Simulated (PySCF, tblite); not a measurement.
# C₆H₉BO: geometry, infrared bands and NMR shifts

Wanted: the infrared bands and NMR shifts of C₆H₉BO (`CB(C)CC#CC=O`), by calculation.

The runs use tblite 0.8.0 and PySCF 2.14.0, with density-fitted response routines of our own; the level of theory stands in each step. All values are computed, except where a source is named. Atoms are numbered from 0 throughout.

## 1. Starting geometry

17 atoms, charge 0, multiplicity 1; geometry from: force field or distance geometry start.

Bonds of the start (Å): C0–B1 1.60, B1–C2 1.62, B1–C3 1.59, C3–C4 1.46, C4–C5 1.23, C5–C6 1.44, C6–O7 1.28, C0–H8 1.09, C0–H9 1.11, C0–H10 1.11, C2–H11 1.12, C2–H12 1.12, C2–H13 1.11, C3–H14 1.09, C3–H15 1.14, C6–H16 1.10.

## 2. Relaxing the molecule with GFN2-xTB

What the job is given:

```
{"job": {"kind": "relax", "xc": "GFN2-xTB", "basis": "xTB"}, "charge": 0, "multiplicity": 1}
C     -1.381600    -0.619700    -0.162600
B     -0.815100     0.514300     0.810100
C     -1.173200     0.378600     2.379300
C      0.575000     1.175900     0.402100
C      1.086300     0.425300    -0.736000
C      1.509200    -0.176400    -1.723900
C      2.031700    -0.860900    -2.875100
O      3.167800    -1.447300    -2.836300
H     -1.212600    -0.386000    -1.214900
H     -2.456000    -0.820400     0.042500
H     -0.807600    -1.540500     0.053000
H     -2.184400    -0.098200     2.489200
H     -1.152600     1.371000     2.890700
H     -0.378300    -0.276300     2.805200
H      0.416900     2.234900     0.209400
H      1.302600     1.037900     1.269000
H      1.464600    -0.900000    -3.811500
```

Launch:

```console
$ OMP_NUM_THREADS=1 python probes_run.py task.json out
```

One launch serves the whole session: the jobs run in the order shown.

**Question.** This job is followed by: GFN2-xTB harmonic vibrations, gas phase; GIAO PBE0/pcSseg-1 NMR shielding, non-relativistic, gas phase. Predict these results of the whole session: strongest single infrared mode (GFN2-xTB); zero-point energy (GFN2-xTB); ¹³C shifts against TMS (PBE0/pcSseg-1, means over atoms taken as alike); ¹H shifts against TMS (PBE0/pcSseg-1, means over atoms taken as alike); ¹¹B shifts against BF3·OEt2 (PBE0/pcSseg-1); ¹⁷O shifts against H2O (PBE0/pcSseg-1).

As calculated:

| quantity | value |
| --- | --- |
| strongest single infrared mode (GFN2-xTB) | 1730 cm⁻¹, 498 km/mol |
| zero-point energy (GFN2-xTB) | 81.9 kcal/mol |
| ¹³C shifts against TMS (PBE0/pcSseg-1, means over atoms taken as alike) | 180.7, 109.5, 88.7, 23.1, 15.7 ppm |
| ¹H shifts against TMS (PBE0/pcSseg-1, means over atoms taken as alike) | 9.54, 2.60, 1.09 ppm |
| ¹¹B shifts against BF3·OEt2 (PBE0/pcSseg-1) | 88.5 ppm |
| ¹⁷O shifts against H2O (PBE0/pcSseg-1) | 727.7 ppm |

In words: Relaxing lowered the energy by 0.720 eV in 146 steps; the close pair that moved most is C6–O7, from 1.279 to 1.206 Å. No mode is imaginary among the 45: a minimum at this level. The strongest single mode, at 1730 cm⁻¹, moves mainly C6 and O7. Unscaled tight-binding wavenumbers are off by several per cent, some by more. Its intensities can rank the bands wrongly. The most deshielded carbon is C6 (aldehyde carbonyl carbon), at 180.7 ppm: low-lying n→π* states of the double bond to the heteroatom give a large paramagnetic term (-245 ppm). H16 (hydrogen on an aldehyde carbonyl carbon) lies farthest downfield among hydrogen, at 9.54 ppm; the formyl region, downfield of aromatic protons. At PBE0/pcSseg-1: The widest tensor belongs to O7: span 1481 ppm, with a paramagnetic part of -790 ppm.
